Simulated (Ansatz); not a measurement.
**C₂H₈FNOSi₂: up Jacob's ladder to CCSD(T)**

Aim: compute C₂H₈FNOSi₂ with functionals from several rungs and with coupled cluster. The yardstick is the atomisation energy at the CCSD(T) limit.

Method: functionals in def2-TZVPP, the program's frozen cores in correlated methods; program: Ansatz 0.2.0, Gaussian basis.

Plan: PBE-D4, r2SCAN-D4, PBE0-D4, B3LYP-D4, ωB97X-V, ωB97M-V, B2PLYP; CCSD(T)/def2-TZVPP; MP2/def2-QZVPP; extrapolation to the limit.

### 1 The geometry

All runs share one geometry, relaxed beforehand with PBE0-D4 in a triple-zeta def2 set.

SMILES `C=C[Si](N)(F)O[SiH3]`, 15 atoms, charge 0, spin multiplicity 1.

Atoms are counted from 1 here; the program's logs count them from 0.

Bond lengths: C1–C2 1.331 Å, C1–H8 1.086 Å, C1–H9 1.086 Å, C2–Si3 1.843 Å, C2–H10 1.089 Å, Si3–N4 1.694 Å, Si3–F5 1.598 Å, Si3–O6 1.626 Å, N4–H11 1.007 Å, N4–H12 1.006 Å, O6–Si7 1.633 Å, Si7–H13 1.487 Å, Si7–H14 1.485 Å, Si7–H15 1.485 Å. Angles: C2–C1–H8 122.2°, C2–C1–H9 121.6°, H8–C1–H9 116.2°, C1–C2–Si3 123.2°, C1–C2–H10 118.3°, Si3–C2–H10 118.5°, C2–Si3–N4 110.4°, C2–Si3–F5 111.0°, C2–Si3–O6 108.8°, N4–Si3–F5 105.6°, N4–Si3–O6 114.7°, F5–Si3–O6 106.2°, Si3–N4–H11 121.4°, Si3–N4–H12 120.7°, H11–N4–H12 111.8°, Si3–O6–Si7 149.9°, O6–Si7–H13 109.0°, O6–Si7–H14 110.9° and more.

### 2 PBE-D4 (GGA)

The input, in.yaml:

```yaml
crystal:
  periodic: [false, false, false]
  atoms:
    - {symbol: C, position_ang: [0.800340, -1.432128, -1.575319]}
    - {symbol: C, position_ang: [0.874921, -1.541211, -0.251291]}
    - {symbol: Si, position_ang: [0.095101, -0.337993, 0.907062]}
    - {symbol: N, position_ang: [-1.013039, -1.125280, 1.917501]}
    - {symbol: F, position_ang: [1.183515, 0.306652, 1.882762]}
    - {symbol: O, position_ang: [-0.525734, 0.893355, 0.044778]}
    - {symbol: Si, position_ang: [-0.363243, 2.376600, -0.618951]}
    - {symbol: H, position_ang: [1.258714, -2.156076, -2.243230]}
    - {symbol: H, position_ang: [0.274814, -0.608430, -2.049854]}
    - {symbol: H, position_ang: [1.411595, -2.391323, 0.166678]}
    - {symbol: H, position_ang: [-1.335650, -0.702604, 2.772461]}
    - {symbol: H, position_ang: [-1.690213, -1.765091, 1.537483]}
    - {symbol: H, position_ang: [-0.322361, 2.242766, -2.099010]}
    - {symbol: H, position_ang: [0.884639, 3.032936, -0.151962]}
    - {symbol: H, position_ang: [-1.533398, 3.207807, -0.239108]}
basis:
  gaussian: {orbitals: def2-TZVPP}
hamiltonian: {xc: pbe, dispersion: d4}
output: {forces: true, orbitals: {seedname: orbitals}}
```

Run with:

```bash
> ansatz run in.yaml --threads 2 --pin off --events-out ev --progress --plain --max-ram 22528MiB --backend cuda --devices 0, --max-vram 18GiB
```

Further steps of the session: r2SCAN-D4 (meta-GGA); PBE0-D4 (hybrid); B3LYP-D4 (hybrid); ωB97X-V (range-separated); ωB97M-V (range-separated); B2PLYP (double hybrid); CCSD(T) in def2-TZVPP; MP2 in def2-QZVPP.

Q: Predict the results of all the runs planned. Wanted: atomisation energy, CCSD(T)/CBS; farthest; mean size of error, hybrid; mean size of error, range-separated; gap, smallest and largest; T1 diagnostic; triples share of the correlation energy.

As calculated:

| quantity | value |
| --- | --- |
| atomisation energy, CCSD(T)/CBS | 5928.9 kJ/mol |
| functionals within 29.6 kJ/mol (0.5 %) | r2SCAN-D4, B3LYP-D4, ωB97X-V, ωB97M-V |
| farthest | B2PLYP (-77.2 kJ/mol) |
| mean size of error, hybrid | 36.8 kJ/mol |
| mean size of error, range-separated | 2.3 kJ/mol |
| gap, smallest and largest | 4.70 eV (PBE-D4), 11.98 eV (ωB97X-V) |
| T1 diagnostic | 0.0114 |
| triples share of the correlation energy | 3.6 % |

What this shows: PBE-D4 misses by +39.3 kJ/mol. Double hybrids carry the basis error of their MP2 part in triple zeta, and no dispersion term here, so their miss is partly the set-up's. The reference freezes the cores and leaves out relativity and excitations past (T), so misses under about 29.6 kJ/mol can't be ranked. Hartree-Fock recovers 73 % of the binding; the rest is correlation. The gap grows from 4.7 to 12.0 eV across the functionals, mostly with the share of exact exchange.
